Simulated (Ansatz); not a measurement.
**BF2H6NSi2: small, medium and large basis sets**

One table from this session's results is given with a row withheld; the runs are named, their logs left out.

Computed with Ansatz 0.2.0, Gaussian basis. Level: one geometry, several basis sets.

Levels to be run: PBE0-D4/def2-SVP; ωB97M-V/def2-SVP; PBE0-D4/def2-QZVPP; ωB97M-V/def2-QZVPP; the functionals' def2-TZVPP values are taken from earlier runs.

## Structure used throughout

All runs share one geometry, relaxed beforehand with PBE0-D4 in a triple-zeta def2 set.

SMILES `FB(F)N([SiH3])[SiH3]`, 12 atoms, charge 0, spin multiplicity 1.

Atoms are counted from 1 here; the program's logs count them from 0.

Bond lengths: F1–B2 1.326 Å, B2–F3 1.333 Å, B2–N4 1.410 Å, N4–Si5 1.758 Å, N4–Si6 1.754 Å, Si5–H7 1.486 Å, Si5–H8 1.482 Å, Si5–H9 1.482 Å, Si6–H10 1.485 Å, Si6–H11 1.485 Å, Si6–H12 1.479 Å. Angles: F1–B2–F3 116.5°, F1–B2–N4 123.3°, F3–B2–N4 120.2°, B2–N4–Si5 118.4°, B2–N4–Si6 123.7°, Si5–N4–Si6 118.0°, N4–Si5–H7 105.8°, N4–Si5–H8 110.9°, N4–Si5–H9 110.9°, H7–Si5–H8 109.6°, H7–Si5–H9 109.6°, H8–Si5–H9 109.9°, N4–Si6–H10 109.3°, N4–Si6–H11 109.4°, N4–Si6–H12 109.3°, H10–Si6–H11 108.4°, H10–Si6–H12 110.2°, H11–Si6–H12 110.2°.

The first run:

The input, in.yaml:

```yaml
crystal:
  periodic: [false, false, false]
  atoms:
    - {symbol: F, position_ang: [1.386323, -2.194425, 0.639447]}
    - {symbol: B, position_ang: [0.356032, -1.394485, 0.878099]}
    - {symbol: F, position_ang: [-0.443035, -1.740152, 1.887470]}
    - {symbol: N, position_ang: [0.087009, -0.232096, 0.126469]}
    - {symbol: Si, position_ang: [-1.320252, 0.731310, 0.552728]}
    - {symbol: Si, position_ang: [1.077951, 0.309067, -1.215526]}
    - {symbol: H, position_ang: [-1.344438, 1.861315, -0.411468]}
    - {symbol: H, position_ang: [-2.564779, -0.062965, 0.419986]}
    - {symbol: H, position_ang: [-1.203086, 1.257655, 1.933601]}
    - {symbol: H, position_ang: [1.576273, 1.679598, -0.935719]}
    - {symbol: H, position_ang: [0.255117, 0.352413, -2.450939]}
    - {symbol: H, position_ang: [2.213984, -0.622337, -1.390148]}
basis:
  gaussian: {orbitals: def2-SVP}
hamiltonian: {xc: pbe0, dispersion: d4}
output: {orbitals: {seedname: orbitals}}
```

Command:

```bash
$ ansatz run in.yaml --threads 4 --pin off --events-out ev --progress --plain --max-ram 11315MiB
```

Steps of the session up to this table: PBE0-D4 in def2-SVP; ωB97M-V in def2-SVP; PBE0-D4 in def2-QZVPP; ωB97M-V in def2-QZVPP.

One table of the session follows, with a row left open; its other results are not shown here.

It belongs to the step «Functionals by basis». 

```
functional       basis  HOMO (eV)  LUMO (eV)
   PBE0-D4    def2-SVP          ?          ?
   PBE0-D4  def2-TZVPP      -8.46      -0.27
   PBE0-D4  def2-QZVPP      -8.48      -0.37
   ωB97M-V    def2-SVP     -10.58       2.09
   ωB97M-V  def2-TZVPP     -10.71       1.35
   ωB97M-V  def2-QZVPP     -10.72       1.07
```

Estimate the missing values for PBE0-D4, def2-SVP.

As computed: HOMO (eV): -8.37; LUMO (eV): 0.21. In the column «HOMO (eV)» it is the highest.
